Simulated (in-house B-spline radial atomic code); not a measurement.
**Ho⁵⁹⁺: excited configurations**

Wanted: excitation energies of Ho⁵⁹⁺ as differences of total energies (ΔSCF).

Program: in-house B-spline radial atomic code version 1. Level of theory: Dirac-Hartree-Fock, average of configuration, Fermi nucleus, basis-set limit. These are calculated values, not measurements, unless marked.

## (1) The system

| Quantity | Value |
| --- | --- |
| element | holmium (Z = 67) |
| charge | +59 |
| electrons | 8 |
| configuration | [He] 2s2 2p4 |
| Hamiltonian | Dirac-Coulomb |
| nucleus | Fermi, rms radius 5.202 fm |

The outer shells:

[He] 2s2 2p4
```
[He] core
2s [↑↓]
2p [↑↓][↑ ][↑ ]
```

The boxes draw the filling by Hund's rule, which heavy ions in jj coupling don't follow; these runs average over all states of the configuration.

Settings of the run:

```ini
Z = 67
electrons = 8.0
configuration = [He] 2s2 2p4
hamiltonian = dirac
method = hf
spin_polarised = False
nucleus = fermi
rms_radius = 5.2022
mass_number = 165
atomic_mass = 164.930329116
speed_of_light = 137.035999084
```

This reference run was done before. Its total energy is -7940.875701 hartree, and its levels are (the highest eight at most):

| orbital | occupation | energy (eV) | <r> (bohr) |
| --- | --- | --- | --- |
| 1s1/2 | 2 | -61445.8 | 0.02069 |
| 2s1/2 | 2 | -14364.2 | 0.08509 |
| 2p1/2 | 1.33333 | -14045.3 | 0.07062 |
| 2p3/2 | 2.66667 | -13130.4 | 0.07723 |

## (2) [He] 2s1 2p4 5g1

Settings of the run:

```ini
Z = 67
electrons = 8.0
configuration = [He] 2s1 2p4 5g1
hamiltonian = dirac
method = hf
spin_polarised = False
nucleus = fermi
rms_radius = 5.2022
mass_number = 165
atomic_mass = 164.930329116
speed_of_light = 137.035999084
```

## (3) [He] 2s1 2p5

Changes to the settings of step 2:

```diff
@@ -2,3 +2,3 @@
 electrons = 8.0
-configuration = [He] 2s1 2p4 5g1
+configuration = [He] 2s1 2p5
 hamiltonian = dirac
```

## (4) Run with [He] 2s2 2p3 6p1

Changes to the settings of step 3:

```diff
@@ -2,3 +2,3 @@
 electrons = 8.0
-configuration = [He] 2s1 2p5
+configuration = [He] 2s2 2p3 6p1
 hamiltonian = dirac
```

## (5) [He] 2s2 2p3 4p1

Changes to the settings of step 4:

```diff
@@ -2,3 +2,3 @@
 electrons = 8.0
-configuration = [He] 2s2 2p3 6p1
+configuration = [He] 2s2 2p3 4p1
 hamiltonian = dirac
```

## (6) [He] 2s1 2p4 3s1

Changes to the settings of step 5:

```diff
@@ -2,3 +2,3 @@
 electrons = 8.0
-configuration = [He] 2s2 2p3 4p1
+configuration = [He] 2s1 2p4 3s1
 hamiltonian = dirac
```

How far above the reference does each configuration lie (order and size, in eV)?

**Answer**, as computed:

| net move | configuration | energy above the reference (eV) | with Breit, QED, recoil (eV) | largest <r> (bohr) |
| --- | --- | --- | --- | --- |
| 2s → 2p | [He] 2s1 2p5 | 969.62 | 961.04 | 0.0851 |
| 2s → 3s | [He] 2s1 2p4 3s1 | 8284.65 | 8262.80 | 0.206 |
| 2p → 4p | [He] 2s2 2p3 4p1 | 10216.5 | 10198.7 | 0.368 |
| 2p → 6p | [He] 2s2 2p3 6p1 | 12024.6 | 12005.4 | 0.858 |
| 2s → 5g | [He] 2s1 2p4 5g1 | 12397.7 | 12368.4 | 0.457 |

Quantum defects of the promoted electron, δ = n − ζ/√(−2ε) with ζ = 60 and ε its orbital energy in hartree:

| promotion | δ |
| --- | --- |
| 2s → 3s | 0.335 |
| 2p → 4p | 0.098 |
| 2p → 6p | 0.103 |
| 2s → 5g | 0.007 |

At the bottom stands 2s → 2p (969.62 eV), at the top 2s → 5g (12397.7 eV). Of those tabulated, the defect is largest for 3s (0.33) and least for 5g (0.01); at this charge much of the defect is relativistic. Two partly filled shells share a symmetry and can mix in the average, which may lower the energy, for: 2s → 3s; 2p → 4p; 2p → 6p. These are averages over configurations, without correlation, not spectroscopic levels.
